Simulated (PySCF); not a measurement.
# A gas-phase reaction: BF2H + H3N → BF2H2N + H2

What reaction energy should one expect for `FBF` + `N` → `NB(F)F` + `[H][H]`?

Computed with PySCF 2.14.0; each step states its level. No surroundings beyond the atoms listed, unless a continuum is named. Atoms count from 0, parts from 1.

## 1. Starting point

Each species was relaxed by itself at PBE0-D3(BJ)/def2-SVPD.

## 2. Energies of the species: wB97M-D3(BJ)/def2-TZVPD

Job settings and geometry (Å):

```
{"job": {"kind": "react", "xc": "wB97M-D3(BJ)", "basis": "def2-TZVPD"}, "charge": 0, "multiplicity": 1}
-1 BF2H charge 0 multiplicity 1
F      1.174390    -0.157350     0.519990
B     -0.006140     0.007370    -0.040960
F     -1.062450     0.003420     0.746260
H     -0.115510     0.155540    -1.223420

-1 H3N charge 0 multiplicity 1
N     -0.000160     0.000820     0.284440
H      0.934220    -0.161710    -0.079380
H     -0.600280    -0.723680    -0.098730
H     -0.319640     0.886320    -0.097250

+1 BF2H2N charge 0 multiplicity 1
N     -0.123850    -0.555100     0.483980
B      0.106320     0.475750    -0.422170
F      0.036950     1.755060    -0.050290
F      0.405580     0.222630    -1.697680
H     -0.353530    -0.386200     1.450510
H     -0.072680    -1.525600     0.217360

+1 H2 charge 0 multiplicity 1
H      0.380170    -0.000700     0.010150
H     -0.380170     0.000700    -0.010150
```

Method: wB97M-D3(BJ)/def2-TZVPD reaction energy of separated species, gas phase.

The run is started by

```bash
$ OMP_NUM_THREADS=1 python cluster_run.py task.json out
```

This one command runs all jobs of the session in turn.

**Question.** The jobs that follow are: PBE0-D3(BJ)/def2-TZVPD reaction energy of separated species, gas phase; MP2/def2-TZVPD reaction energy of separated species, gas phase. Predict: reaction energy (wB97M-D3(BJ)/def2-TZVPD); ΔH, ΔG at 298 K (xTB thermal terms). Thermal terms come from harmonic xTB runs on each species.

As calculated:

| quantity | value |
| --- | --- |
| reaction energy (wB97M-D3(BJ)/def2-TZVPD) | -21.37 kcal/mol |
| ΔH, ΔG at 298 K (xTB thermal terms) | -25.4, -23.1 kcal/mol |
| range of the reaction energy over the runs of this table | -22.79 to -21.37 kcal/mol |

What this shows: The reaction is exothermic by 25.4 kcal/mol in the gas phase; dispersion gives -0.57, and xTB itself gave -12.53 for the electronic energy (xTB energies and thermal terms come from the earlier relaxation of each species, not shown). No barrier was sought. The reaction energy runs from -22.79 (MP2/def2-TZVPD) to -21.37 kcal/mol (wB97M-D3(BJ)/def2-TZVPD).
